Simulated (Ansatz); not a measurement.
# C8H24GeSi2: small, medium and large basis sets

Aim: see how fast density functionals converge with the basis set for C8H24GeSi2.

Method: one geometry, several basis sets; program: Ansatz 0.2.0, Gaussian basis.

Levels to be run: PBE0-D4/def2-SVP; ωB97M-V/def2-SVP; PBE0-D4/def2-QZVPP; ωB97M-V/def2-QZVPP; the functionals' def2-TZVPP values are taken from earlier runs.

## 1. The geometry

An earlier PBE0-D4 in a triple-zeta def2 set relaxation fixed the geometry.

SMILES `C[Si](C)(C)[CH2][GeH2][CH2][Si](C)(C)C`, 35 atoms, charge 0, spin multiplicity 1.

Atoms are counted from 1 here; the program's logs count them from 0.

Bond lengths: C1–Si2 1.875 Å, C1–H12 1.094 Å, C1–H13 1.094 Å, C1–H14 1.093 Å, Si2–C3 1.875 Å, Si2–C4 1.876 Å, Si2–C5 1.876 Å, C3–H15 1.094 Å, C3–H16 1.093 Å, C3–H17 1.094 Å, C4–H18 1.093 Å, C4–H19 1.094 Å, C4–H20 1.093 Å, C5–Ge6 1.958 Å, C5–H21 1.096 Å, C5–H22 1.096 Å, Ge6–C7 1.958 Å, Ge6–H23 1.545 Å and more. Angles: Si2–C1–H12 110.8°, Si2–C1–H13 111.2°, Si2–C1–H14 111.6°, H12–C1–H13 107.7°, H12–C1–H14 107.8°, H13–C1–H14 107.6°, C1–Si2–C3 109.7°, C1–Si2–C4 109.2°, C1–Si2–C5 109.8°, C3–Si2–C4 109.2°, C3–Si2–C5 109.8°, C4–Si2–C5 109.2°, Si2–C3–H15 111.2°, Si2–C3–H16 111.5°, Si2–C3–H17 110.8°, H15–C3–H16 107.6°, H15–C3–H17 107.7°, H16–C3–H17 107.8° and more.

## 2. PBE0-D4 in def2-SVP

Contents of in.yaml:

```yaml
crystal:
  periodic: [false, false, false]
  atoms:
    - {symbol: C, position_ang: [0.011750, 1.858524, -3.366603]}
    - {symbol: Si, position_ang: [1.578824, 1.552317, -2.383863]}
    - {symbol: C, position_ang: [2.411356, -0.013029, -2.993631]}
    - {symbol: C, position_ang: [2.746261, 3.002718, -2.616837]}
    - {symbol: C, position_ang: [1.162490, 1.380895, -0.562286]}
    - {symbol: Ge, position_ang: [-0.057113, -0.072916, -0.080799]}
    - {symbol: C, position_ang: [-0.374006, -0.113625, 1.850710]}
    - {symbol: Si, position_ang: [-1.523090, -1.456969, 2.479915]}
    - {symbol: C, position_ang: [-3.214838, -1.263341, 1.695216]}
    - {symbol: C, position_ang: [-0.819365, -3.142439, 2.056596]}
    - {symbol: C, position_ang: [-1.686679, -1.307078, 4.343143]}
    - {symbol: H, position_ang: [0.239696, 2.003637, -4.426218]}
    - {symbol: H, position_ang: [-0.507524, 2.753544, -3.012629]}
    - {symbol: H, position_ang: [-0.683213, 1.018793, -3.286271]}
    - {symbol: H, position_ang: [3.317356, -0.227316, -2.419828]}
    - {symbol: H, position_ang: [1.750818, -0.879348, -2.905789]}
    - {symbol: H, position_ang: [2.698398, 0.083419, -4.044390]}
    - {symbol: H, position_ang: [2.291232, 3.934944, -2.271008]}
    - {symbol: H, position_ang: [3.010497, 3.131373, -3.670343]}
    - {symbol: H, position_ang: [3.673532, 2.856731, -2.055983]}
    - {symbol: H, position_ang: [2.085829, 1.234314, 0.008887]}
    - {symbol: H, position_ang: [0.714733, 2.313869, -0.202636]}
    - {symbol: H, position_ang: [0.540888, -1.422784, -0.535911]}
    - {symbol: H, position_ang: [-1.400088, 0.111793, -0.821725]}
    - {symbol: H, position_ang: [-0.770810, 0.866841, 2.136207]}
    - {symbol: H, position_ang: [0.601766, -0.212517, 2.338938]}
    - {symbol: H, position_ang: [-3.169500, -1.379038, 0.609344]}
    - {symbol: H, position_ang: [-3.637122, -0.276833, 1.906114]}
    - {symbol: H, position_ang: [-3.910855, -2.012588, 2.082496]}
    - {symbol: H, position_ang: [-1.455394, -3.939528, 2.451457]}
    - {symbol: H, position_ang: [0.179193, -3.271680, 2.483432]}
    - {symbol: H, position_ang: [-0.738593, -3.283808, 0.975836]}
    - {symbol: H, position_ang: [-2.351402, -2.077492, 4.744209]}
    - {symbol: H, position_ang: [-0.715814, -1.415723, 4.834383]}
    - {symbol: H, position_ang: [-2.095912, -0.333362, 4.626170]}
basis:
  gaussian: {orbitals: def2-SVP}
hamiltonian: {xc: pbe0, dispersion: d4}
output: {orbitals: {seedname: orbitals}}
```

The runs that follow: ωB97M-V in def2-SVP; PBE0-D4 in def2-QZVPP; ωB97M-V in def2-QZVPP.

Before running them: what should the planned runs give, taken together? Wanted: PBE0-D4: double and triple zeta above quadruple; ωB97M-V: double and triple zeta above quadruple.

The runs gave:

| quantity | value |
| --- | --- |
| PBE0-D4: double and triple zeta above quadruple | 24.54, 2.26 eV |
| ωB97M-V: double and triple zeta above quadruple | 25.15, 2.18 eV |

PBE0-D4 gains 22.28 eV from double to triple zeta, then 2.26 eV more. These are total energies; as a rule much of such shifts cancels in differences, which this series doesn't test. The LUMO of ωB97M-V is positive and keeps falling with the basis (2.85 to 1.52 eV): an unbound level that the basis holds in place.
